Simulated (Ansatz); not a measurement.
Here is an Ansatz input file for C2H11AsGaN, SMILES C[N](C)[GaH2-][AsH3+]. Write the same calculation for the Python package.

```yaml
crystal:
  periodic: [false, false, false]
  atoms:
    - { symbol: C, position_ang: [-1.785, 1.1118, 0.7043] }
    - { symbol: "N", position_ang: [-0.5037, 0.8177, 0.0555] }
    - { symbol: C, position_ang: [-0.7018, 0.6116, -1.3826] }
    - { symbol: Ga, position_ang: [0.2664, -0.7715, 0.8382] }
    - { symbol: As, position_ang: [2.5592, -1.0544, 0.0209] }
    - { symbol: H, position_ang: [-2.5051, 0.2729, 0.5758] }
    - { symbol: H, position_ang: [-1.6265, 1.2899, 1.7893] }
    - { symbol: H, position_ang: [-2.2262, 2.0385, 0.278] }
    - { symbol: H, position_ang: [0.2744, 0.4121, -1.8737] }
    - { symbol: H, position_ang: [-1.3871, -0.2433, -1.578] }
    - { symbol: H, position_ang: [-1.1235, 1.5293, -1.8463] }
    - { symbol: H, position_ang: [-0.6138, -2.0552, 0.4256] }
    - { symbol: H, position_ang: [0.2858, -0.6269, 2.4418] }
    - { symbol: H, position_ang: [2.6136, -2.3193, -0.8967] }
    - { symbol: H, position_ang: [3.5164, -1.2309, 1.2446] }
    - { symbol: H, position_ang: [2.9571, 0.2177, -0.7968] }
basis:
  gaussian: { orbitals: def2-TZVP }
hamiltonian:
  xc: pbe
```

On the command line:
```console
$ ansatz run input.yaml --threads 1 --pin off --max-ram 4096MiB --backend cpu --events-out ev --progress --plain --runs-dir out
Engine: ansatz 0.2.0, aarch64-unknown-linux-gnu
Functional definition: PBE
  parameter kappa = 0.804
  parameter beta = 0.06672455060314922
  exchange = pbe_x(kappa = kappa, mu = beta*pi^2/3)
  correlation = pbe_c(beta = beta)
1740 factors; their error is unknown
mean field evaluation 1: about -116923.3625 eV, gradient 8.9e1 eV
mean field evaluation 2: about -116610.7441 eV, gradient 2.5e2 eV
mean field evaluation 4: about -116939.4855 eV, gradient 2.0e1 eV
mean field evaluation 8: about -116940.2284 eV, gradient 3.4e-1 eV
mean field evaluation 16: about -116940.1848 eV, gradient 1.6e-3 eV
mean field -116940.18475656 eV, -4297.4725248994 hartree, gradient 7.9e-5 eV, S^2 0.000000; 0 other end points of the search recorded, 0 dependent functions left out
reference -116940.18481219 eV, -4297.4725269438 hartree; 47, 47 occupied and 208, 208 virtual orbitals, 1740 factors
Total energy: -116940.18481219 eV, -4297.4725269438 hartree
```

Script `energy_c2h11asgan.py`:
```python
"""Electronic structure of the C2H11AsGaN molecule."""

import warnings

import ansatz as az


def main() -> None:
    warnings.simplefilter("ignore", az.DeckWarning)

    geometry_ang = [
        ("C", (-1.785, 1.1118, 0.7043)),
        ("N", (-0.5037, 0.8177, 0.0555)),
        ("C", (-0.7018, 0.6116, -1.3826)),
        ("Ga", (0.2664, -0.7715, 0.8382)),
        ("As", (2.5592, -1.0544, 0.0209)),
        ("H", (-2.5051, 0.2729, 0.5758)),
        ("H", (-1.6265, 1.2899, 1.7893)),
        ("H", (-2.2262, 2.0385, 0.278)),
        ("H", (0.2744, 0.4121, -1.8737)),
        ("H", (-1.3871, -0.2433, -1.578)),
        ("H", (-1.1235, 1.5293, -1.8463)),
        ("H", (-0.6138, -2.0552, 0.4256)),
        ("H", (0.2858, -0.6269, 2.4418)),
        ("H", (2.6136, -2.3193, -0.8967)),
        ("H", (3.5164, -1.2309, 1.2446)),
        ("H", (2.9571, 0.2177, -0.7968)),
    ]
    geometry = az.Crystal.molecule()
    for symbol, xyz in geometry_ang:
        geometry = geometry.atom(symbol, xyz)

    base = (
        geometry.calculation()
        .basis(gaussian="def2-TZVP")
        .functional("pbe")
    )
    res = base.run(threads=1)
    data = res.report

    for key in ("converged", "free_energy_ev", "reference_energy_ev", "n_frozen", "n_occupied", "n_virtual"):
        print(f"{key:22s} {data[key]}")


if __name__ == "__main__":
    main()
```

```console
$ python energy_c2h11asgan.py
converged              True
free_energy_ev         -116940.18481218994
reference_energy_ev    -116940.18481218994
n_frozen               0
n_occupied             [47, 47]
n_virtual              [208, 208]
```

Reading the output:
- The settings weren't tested for convergence.
- The geometry is a force-field or estimated start, not a minimum of this method, and the basis set is short of its limit.
- It ran for 11 s on 1 thread of Arm Neoverse V2 (shared host), peak memory 0.46 GiB.

(Lines on the test bed's own set-up are left out of the output.)
